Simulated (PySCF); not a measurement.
# GaF: from the state search to spectroscopic constants

The task here is to estimate one member of a computed series from the others.

Method: Ga def2-SVP, F def2-SVP, no relativity; program: PySCF 2.14.0.

The first run:

The job is set up so:

| Item | Value |
| --- | --- |
| atoms | Ga, F |
| charge | 0 |
| basis | Ga def2-SVP, F def2-SVP |
| Hamiltonian | no relativity |
| basis functions | 46 |
| electrons treated | 40 |
| masses in u | 68.9256, 18.9984 |
| levels | PBE0, PBE, r²SCAN, MN15, BHandHLYP, B2PLYP, HSE06, HF, MP2, SCS-MP2, CCSD, CCSD(T) |
| grid | 80 radial by 434 angular points |
| occupations | held fixed by the projection of orbital angular momentum |
| dissociation limit | Ga + F, each in its ground configuration |
| starting distance in angstrom | 1.820 |
| values of 2S to try | 0, 2 |

The run is started by

```console
> OMP_NUM_THREADS=1 python dia.py task.json out
```

Steps of the session up to this table: Input; First curve: PBE0; Excited determinants; PBE (GGA); r²SCAN; MN15; BHandHLYP; B2PLYP (double hybrid); HSE06; RHF (mean field); MP2 and coupled cluster.

One table of the session follows, with a row left open; its other results are not shown here.

Energy (eV) from each level's lowest point:

| R (Å) | RHF | RHF-MP2 | RHF-SCS-MP2 | RHF-CCSD | RHF-CCSD(T) |
| --- | --- | --- | --- | --- | --- |
| 1.534 | 1.073 | 1.132 | 1.147 | n/a | n/a |
| 1.606 | 0.446 | 0.484 | 0.494 | 0.490 | 0.499 |
| 1.677 | 0.119 | 0.140 | 0.146 | 0.143 | 0.149 |
| 1.730 | 0.016 | 0.025 | 0.028 | 0.027 | 0.029 |
| 1.784 | 0.000 | 0.000 | 0.000 | 0.000 | 0.000 |
| 1.837 | 0.051 | 0.044 | 0.041 | 0.042 | 0.039 |
| 1.909 | 0.193 | 0.180 | 0.172 | 0.175 | 0.168 |
| 1.998 | ? | ? | ? | ? | ? |
| 2.105 | 0.825 | 0.814 | 0.795 | 0.797 | 0.782 |
| 2.248 | 1.372 | 1.374 | 1.345 | n/a | n/a |

Estimate the missing values for R (Å) = 1.998.

Worked estimate for «RHF». A straight line through the neighbours (1.909, 0.193) and (2.105, 0.825) gives 0.193 + (0.825 − 0.193) × (1.998 − 1.909) / (2.105 − 1.909) = 0.480; a parabola fitted to 4 rows on both sides gives 0.460.

The run gave: RHF: 0.450; RHF-MP2: 0.435; RHF-SCS-MP2: 0.422; RHF-CCSD: 0.425; RHF-CCSD(T): 0.414. In «RHF» the line misses by +0.030 and the parabola by +0.010.
